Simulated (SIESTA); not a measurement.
Crystal: HfCuSi2.

```xyz
8
Lattice="3.6614 0.0000 0.0000 0.0000 3.6614 0.0000 0.0000 0.0000 8.9635" Properties=species:S:1:pos:R:3 pbc="T T T"
Hf    1.8307    0.0000    6.5805
Hf    0.0000    1.8307    2.3830
Cu    1.8307    1.8307    0.0000
Cu    0.0000    0.0000    0.0000
Si    0.0000    1.8307    7.4381
Si    1.8307    0.0000    1.5254
Si    0.0000    0.0000    4.4818
Si    1.8307    1.8307    4.4818
```

The cell comes from a database or a generator and needn't be the stable form of this composition.

* Program: SIESTA 5.4.2
* Task: single point
* Functional: PBEsol
* Potentials or basis: PseudoDojo 0.4 standard (PBEsol files)
* Basis: DZP (energy shift 0.003 Ry; two zetas on semicore shells)
* Grid cutoff: 800 Ry
* Energy shift: 0.003 Ry
* k mesh: 7 × 7 × 3
* Occupations: fermi-dirac, width 0.05 eV
* Spin: no spin polarisation

On this cell: pressure -1.5 GPa; largest force 0.364 eV/Å; band gap on the k mesh none (metal or under the smearing width).

The same run follows on a disturbed copy (atoms moved at random, drawn with an rms of 0.05 Å):

```
Hf Cu Si
1.0
     3.66138    0.00000    0.00000
     0.00000    3.66138    0.00000
     0.00000    0.00000    8.96353
Hf Cu Si
2 2 4
Direct
  0.50001 0.99355 0.73461
  0.98902 0.49434 0.26785
  0.48011 0.49670 0.00088
  0.99593 0.99589 0.99291
  0.00294 0.49928 0.83221
  0.48725 0.00343 0.16807
  0.99177 0.02959 0.49816
  0.50389 0.49285 0.50463
```

**Question.** What does the disturbed cell give?

**Answer.** The energy (extrapolated to zero smearing) moves by +18.3 meV/atom; pressure -0.6 GPa; largest force 0.978 eV/Å; band gap on the k mesh none (metal or under the smearing width).

Forces on the atoms (eV/Å):
```
Hf  -0.029  0.263  0.137
Hf   0.093  0.506 -0.450
Cu   0.663  0.102  0.043
Cu  -0.325  0.118  0.579
Si  -0.519 -0.219 -0.799
Si   0.196 -0.340  0.443
Si   0.208 -0.836  0.312
Si  -0.284  0.408 -0.263
```

Stress tensor (GPa, compression positive):
```
-1.20 -0.27  0.41
-0.27  0.25 -0.58
 0.41 -0.58 -0.92
```

Caveats: short orbitals over semicore shells can move pressures by several GPa; the basis of atomic orbitals isn't converged, which shifts pressures, moduli and gaps.
